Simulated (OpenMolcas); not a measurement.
# Re⁶⁺ among point charges: CASSCF and CASPT2 levels and susceptibility

Aim: the splitting of the states of Re⁶⁺ in the field of 6 point charges, its lowest levels with spin-orbit coupling and its magnetic susceptibility.

Method: state-averaged CASSCF and CASPT2, spin-orbit coupling by RASSI with atomic mean-field integrals. Code: OpenMolcas 26.06.

## (1) The system

- Species: Re⁶⁺ (rhenium, Z = 75, 69 electrons)
- Basis: ANO-RCC-VDZP [7s6p4d2f1g], 68 functions
- Scalar Hamiltonian: DKH2, point nucleus
- Inactive shells: 1s 2s 2p 3s 3p 3d 4s 4p 4d 4f 5s 5p
- Active space: 1 electron in 5 orbitals (5d)
- Some configurations of this space: 5d
- Orbitals: optimised for each spin and parity, averaged over all roots

The outer shells:

5d
```
5d [↑ ][  ][  ][  ][  ]
```

The ion sits among 6 point charges of -1 e arranged as an octahedron (Oh), 2.22 Å from the ion.

The work runs as a chain of OpenMolcas steps in one folder; each step below is one input file. Labels, J, g values, rates, χT and fits are worked out afterwards by a script from the matrices that RASSI stores. The input lists half of the charges; inversion (Group=XYZ) makes the rest.

## (2) Basis and integrals

a.inp

```
&GATEWAY
Coord
1

Re 0.0 0.0 0.0
Basis=ANO-RCC-VDZP
Group=XYZ
NoMove
AngMom=0.0 0.0 0.0
AMFI
XField
3 Angstrom 0
2.220000 0.000000 0.000000 -1.000000
0.000000 2.220000 0.000000 -1.000000
0.000000 0.000000 2.220000 -1.000000
&SEWARD
```

Run with:

```console
OMP_NUM_THREADS=1 MOLCAS_MEM=1689 MOLCAS_PROJECT=a pymolcas a.inp > a.log
```

The program printed:

```text
Basis set label: RE.ANO-RCC...7S6P4D2F1G.

      Electronic valence basis set:
      ------------------
      Associated Effective Charge  75.000000 au
      Associated Actual Charge     75.000000 au
      Nuclear Model: Point charge

      Shell  nPrim  nBasis  Cartesian Spherical Contaminant
         s      24       7        X
         p      21       6        X
         d      15       4                 X
         f      11       2                 X
         g       4       1                 X
                  Relativistic Douglas-Kroll-Hess integrals:
                    - DKH order of Hamiltonian: 2
                    - DKH order of Properties : 0
                  Atomic mean-field integrals
```

## (3) Reference wave functions, doublets of even parity, 5 roots

a.inp

```
&RASSCF
FileOrb=start.orb
Symmetry=1
Spin=2
nActEl=1 0 0
Inactive=15 19
Ras2=5 0
CIRoot=5 5 1
SDav=5
CIMx=300
Iter=120 100
PrWF=0.3
OrbListing=Nothing
MaxOrb=0
>>> COPY $Project.JobIph JOB001
```

start.orb holds the contracted functions of the basis, ordered by shell, or the orbitals of the step before.

The program printed (excerpt; [...] marks lines left out):

```text
[...]
      Number of active orbitals                  5
[...]
      Spin quantum number                      0.5
[...]
      Active orbitals                            5   0
[...]
      Number of CSFs                             5
      Number of root(s) required                 5
[...]
      Convergence after  8 iterations
[...]
      Natural orbitals and occupation numbers for root  1
      sym 1:   1.000000   0.000000  -0.000000   0.000000   0.000000
      Natural orbitals and occupation numbers for root  2
      sym 1:   0.000000   1.000000   0.000000  -0.000000   0.000000
      Natural orbitals and occupation numbers for root  3
      sym 1:   0.000000  -0.000000  -0.000000   1.000000   0.000000
::    RASSCF root number  1 Total energy: -16677.54276388
::    RASSCF root number  2 Total energy: -16677.54276388
::    RASSCF root number  3 Total energy: -16677.54276388
::    RASSCF root number  4 Total energy: -16677.52958001
::    RASSCF root number  5 Total energy: -16677.52958001
```

## (4) State interaction with spin-orbit coupling

a.inp

```
&RASSI
NrOfJobIphs=1 5
1 2 3 4 5
IphNames
JOB001
EJob
SpinOrbit
DIPRint=1.0
SOCoupling=1000.0
Subsets=2
Property=9
'ANGMOM' 1 'ANGMOM' 2 'ANGMOM' 3 'MLTPL  1' 1 'MLTPL  1' 2 'MLTPL  1' 3
'AMFI' 1 'AMFI' 2 'AMFI' 3
SOProperty=3
'ANGMOM' 1 'ANGMOM' 2 'ANGMOM' 3
```

The program printed (excerpt; [...] marks lines left out):

```text
SPIN-FREE ENERGIES:
  (Shifted by EMIN (a.u.) =     -16677.5427638760)
 SF State       Relative EMIN(au)   Rel lowest level(eV)    D:o, cm**(-1)      L_eff
     1             0.0000000000        0.0000000000              0.0000         2.0
     2             0.0000000000        0.0000000000              0.0000         2.0
     3             0.0000000000        0.0000000000              0.0000         2.0
     4             0.0131838693        0.3587513593           2893.5249         2.0
     5             0.0131838693        0.3587513593           2893.5249         2.0
     Dipole printing threshold changed to   1.00000000E+00
Eigenvalues of complex Hamiltonian:
   -----------------------------------
  (Shifted by EMIN (a.u.) =     -16677.5427638760)
 SO State       Relative EMIN(au)   Rel lowest level(eV)    D:o, cm**(-1)     J-value
     1            -0.0291042199        0.0000000000              0.0000         1.3
     2            -0.0291042199        0.0000000000              0.0000         1.3
     3            -0.0291042199        0.0000000000              0.0000         1.0
     4            -0.0291042199        0.0000000000              0.0000         1.1
     5             0.0222727919        1.3980397142          11275.9507         2.0
     6             0.0222727919        1.3980397142          11275.9507         2.0
     7             0.0311516933        1.6396469278          13224.6443         2.2
     8             0.0311516933        1.6396469278          13224.6443         2.2
     9             0.0311516933        1.6396469278          13224.6443         1.7
    10             0.0311516933        1.6396469278          13224.6443         1.7
Weights of the five most important spin-orbit-free states for each spin-orbit state.
[...]
```

Time for these steps: 1.9 s (1 thread of Arm Neoverse V1, shared host).

Spin-free states, with their symmetry labels:

| state | degeneracy | E (cm-1) | free-ion L (%) |
| --- | --- | --- | --- |
| 2T2 | 3 | 0 | D (100) |
| 2E | 2 | 2894 | D (100) |

With spin-orbit coupling:

```
E (cm-1)  Degeneracy  Label  2S+1               g
     0.0           4     Γ8     2                
   11276           2     Γ7     2  2.00 2.00 2.00
   13225           4     Γ8     2
```

Principal g values are given for doublets only; a zero marks a field direction without first-order Zeeman splitting.

Powder χT (cm³ K/mol): 0.28 at 2 K, 0.28 at 5 K, 0.28 at 10 K, 0.28 at 20 K, 0.29 at 50 K, 0.29 at 100 K, 0.29 at 150 K, 0.29 at 200 K, 0.29 at 250 K, 0.29 at 300 K.

A ligand-field fit to the states below 45000 cm-1 gives 10Dq = 2894 cm-1, the gap between the two states.

## (5) CASPT2: IPEA 0.25, imaginary shift 0.1 (closed shells correlated: 5s 5p)

a.inp

```
>>> COPY JOB001 $Project.JobIph
&CASPT2
Multistate=5 1 2 3 4 5
NoMult
Frozen=14 16
IPEA=0.25
Imaginary=0.1
MaxIter=60
WThr=0.0 0.3 0.05
PrWF=0.5
NoMix
```

The program printed:

```text
Orbital specifications:
      -----------------------

      Symmetry species                           1   2
                                                ag  au
      Frozen orbitals                           14  16
      Inactive orbitals                          1   3
      Active orbitals                            5   0
      Secondary orbitals                        16  13
      Deleted orbitals                           0   0
      Number of basis functions                 36  32
Type of calculation                        SS-CASPT2
      Fock operator                              state-specific
      IPEA shift                                 0.25
      Real shift                                 0.00
      Imaginary shift                            0.10
      The input orbitals will be transformed to quasi-canonical
Reference energy:      -16677.5427638760
      E2 (Non-variational):      -0.1476341114
      Shift correction:          -0.0000435815
      E2 (Variational):          -0.1476776930
      Total energy:          -16677.6904415689
      Residual norm:              0.0000000511
      Reference weight:           0.97634
      Contributions to the CASPT2 correlation energy
      Active & Virtual Only:          0.0000000000
      One Inactive Excited:          -0.0298620364
      Two Inactive Excited:          -0.1177720750
Reference energy:      -16677.5427638760
      E2 (Non-variational):      -0.1476342465
      Shift correction:          -0.0000435818
      E2 (Variational):          -0.1476778282
      Total energy:          -16677.6904417042
      Residual norm:              0.0000000511
      Reference weight:           0.97634
      Contributions to the CASPT2 correlation energy
      Active & Virtual Only:          0.0000000000
      One Inactive Excited:          -0.0298621586
      Two Inactive Excited:          -0.1177720879
::    CASPT2 Root  1     Total energy: -16677.69044157
::    CASPT2 Root  2     Total energy: -16677.69044170
::    CASPT2 Root  3     Total energy: -16677.69025783
::    CASPT2 Root  4     Total energy: -16677.67675750
::    CASPT2 Root  5     Total energy: -16677.67672371
```

This run took 0.72 s in all on 1 thread of Arm Neoverse V1, shared host.

SS-CASPT2: lowest energy less the reference's lowest, -0.1476 hartree; reference weights 0.976 to 0.977.

Spin-free states, with their symmetry labels:

| state | degeneracy | E (cm-1) | free-ion L (%) |
| --- | --- | --- | --- |
| 2T2 | 3 | 0 | D (100) |
| 2E | 2 | 2994 | D (100) |

With spin-orbit coupling:

```tsv
E (cm-1)	Degeneracy	Label	2S+1	g
0	4	Γ8	2	
11250	2	Γ7	2	2.00 2.00 2.00
13270	4	Γ8	2
```

Powder χT (cm³ K/mol): 0.28 at 2 K, 0.28 at 5 K, 0.28 at 10 K, 0.28 at 20 K, 0.28 at 50 K, 0.28 at 100 K, 0.29 at 150 K, 0.29 at 200 K, 0.29 at 250 K, 0.29 at 300 K.

A ligand-field fit to the states below 45000 cm-1 gives 10Dq = 2994 cm-1, the gap between the two states.

## (6) The methods side by side

A. CASSCF
B. SS-CASPT2, IPEA 0.25, imaginary shift 0.1 (closed shells correlated: 5s 5p)

```csv
method,ground state,first state of that spin (cm-1),first gap with spin-orbit (cm-1),χT at 300 K
A,2T2,2E 2894,11276.0,0.29
B,2T2,2E 2994,11246.3,0.29
```

## (7) Results

```
                                            quantity                                                                        value
                                              method  SS-CASPT2, IPEA 0.25, imaginary shift 0.1 (closed shells correlated: 5s 5p)
                              spin-free ground state                                              2T2, 3-fold in its orbital part
first state of the same spin within the active space                                                              2E at 2990 cm⁻¹
                                        lowest level                                                                    4-fold Γ8
                                          next level                                                                 11246.3 cm⁻¹
                                         χT at 300 K                                                               0.29 cm³ K/mol
                           effective moment at 300 K                                                                      1.52 μB
```

Cost by method:

```
                                              method  time of its own steps  time with the reference
                                           A. CASSCF                  1.9 s                    1.9 s
B. SS-CASPT2, IPEA 0.25, imaginary shift 0.1, +5s 5p                 0.72 s                    2.7 s
```

Times are of one thread on a shared host.

The spin-free ground state (2T2) comes to 100 % from free-ion D terms and keeps the highest spin of the shell. χT at 300 K is 0.29, against 0.38 cm³ K/mol for the spin alone, so orbital moment lowers it. A ligand-field fit to the states below 45000 cm-1 gives 10Dq = 2994 cm-1, the gap between the two states. CASPT2 does not keep the components of a term degenerate, and the means are used. The field of point charges can differ much from that of real complexes. This is an electrostatic model: the charges have no orbitals.
